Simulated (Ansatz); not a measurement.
# CH7NOSi: up Jacob's ladder to CCSD(T)

How much do the methods differ for CH7NOSi? The plan is to run it at one geometry with functionals of several rungs and with coupled cluster, and see how far each lands from CCSD(T) at the basis-set limit for the atomisation energy.

Computed with Ansatz 0.2.0, Gaussian basis. Level: functionals in def2-TZVPP, the program's frozen cores in correlated methods.

Plan: PBE-D4, r2SCAN-D4, PBE0-D4, B3LYP-D4, ωB97X-V, ωB97M-V, B2PLYP; CCSD(T)/def2-TZVPP; CCSD(T)/def2-QZVPP; extrapolation to the limit.

### 1 The geometry

All runs share one geometry, relaxed beforehand with PBE0-D4 in a triple-zeta def2 set.

11 atoms, charge 0, spin multiplicity 1.

Atoms are counted from 1 here; the program's logs count them from 0.

Bond lengths: C1–O2 1.407 Å, C1–H5 1.097 Å, C1–H6 1.097 Å, C1–H7 1.092 Å, O2–Si3 1.647 Å, Si3–N4 1.701 Å, Si3–H8 1.488 Å, Si3–H9 1.488 Å, N4–H10 1.007 Å, N4–H11 1.007 Å. Angles: O2–C1–H5 111.7°, O2–C1–H6 111.7°, O2–C1–H7 108.4°, H5–C1–H6 108.3°, H5–C1–H7 108.3°, H6–C1–H7 108.3°, C1–O2–Si3 122.2°, O2–Si3–N4 112.5°, O2–Si3–H8 108.5°, O2–Si3–H9 108.5°, N4–Si3–H8 108.3°, N4–Si3–H9 108.2°, H8–Si3–H9 110.7°, Si3–N4–H10 120.7°, Si3–N4–H11 120.6°, H10–N4–H11 111.3°.

Geometry (Å):

```xyz
11

C     0.0256    1.9036    0.1019
O     0.4855    0.6253   -0.2622
Si   -0.3234   -0.7488    0.1522
N     0.4514   -2.1547   -0.4098
H    -0.9655    2.1130   -0.3192
H    -0.0311    2.0187    1.1915
H     0.7263    2.6459   -0.2851
H    -0.4043   -0.8209    1.6363
H    -1.6844   -0.6958   -0.4471
H     1.2960   -2.4856    0.0271
H     0.4238   -2.4007   -1.3856
```

### 2 PBE-D4 (GGA)

Contents of in.yaml:

```yaml
crystal:
  periodic: [false, false, false]
  atoms:
    - {symbol: C, position_ang: [0.025618, 1.903603, 0.101934]}
    - {symbol: O, position_ang: [0.485497, 0.625267, -0.262228]}
    - {symbol: Si, position_ang: [-0.323401, -0.748792, 0.152225]}
    - {symbol: N, position_ang: [0.451439, -2.154718, -0.409750]}
    - {symbol: H, position_ang: [-0.965469, 2.113039, -0.319235]}
    - {symbol: H, position_ang: [-0.031067, 2.018663, 1.191461]}
    - {symbol: H, position_ang: [0.726305, 2.645888, -0.285142]}
    - {symbol: H, position_ang: [-0.404260, -0.820894, 1.636348]}
    - {symbol: H, position_ang: [-1.684445, -0.695751, -0.447083]}
    - {symbol: H, position_ang: [1.295972, -2.485633, 0.027077]}
    - {symbol: H, position_ang: [0.423830, -2.400670, -1.385618]}
basis:
  gaussian: {orbitals: def2-TZVPP}
hamiltonian: {xc: pbe, dispersion: d4}
output: {forces: true, orbitals: {seedname: orbitals}}
```

On the command line:

```sh
> ansatz run in.yaml --threads 2 --pin off --events-out ev --progress --plain --max-ram 32768MiB --backend cpu
```

The runs that follow: r2SCAN-D4 (meta-GGA); PBE0-D4 (hybrid); B3LYP-D4 (hybrid); ωB97X-V (range-separated); ωB97M-V (range-separated); B2PLYP (double hybrid); CCSD(T) in def2-TZVPP; CCSD(T) in def2-QZVPP.

**Question.** What will the summary of the whole plan be? Wanted: atomisation energy, CCSD(T)/CBS; farthest; mean size of error, hybrid; mean size of error, range-separated; gap, smallest and largest; T1 diagnostic; triples share of the correlation energy.

As calculated:

| quantity | value |
| --- | --- |
| atomisation energy, CCSD(T)/CBS | 3950.7 kJ/mol |
| functionals within 19.8 kJ/mol (0.5 %) | r2SCAN-D4, B3LYP-D4, ωB97X-V, ωB97M-V |
| farthest | B2PLYP (-43.9 kJ/mol) |
| mean size of error, hybrid | 17.7 kJ/mol |
| mean size of error, range-separated | 9.1 kJ/mol |
| gap, smallest and largest | 6.24 eV (PBE-D4), 12.95 eV (ωB97X-V) |
| T1 diagnostic | 0.0106 |
| triples share of the correlation energy | 3.4 % |

What this shows: PBE-D4 misses by +28.6 kJ/mol. Double hybrids carry the basis error of their MP2 part in triple zeta, and no dispersion term here, so their miss is partly the set-up's. Misses under about 19.8 kJ/mol are within the doubt on the reference itself, which lacks core-valence correlation, relativity and higher excitations. Hartree-Fock recovers 72 % of the binding; the rest is correlation. Orbital gaps span 6.2 to 12.9 eV; exact exchange widens them.
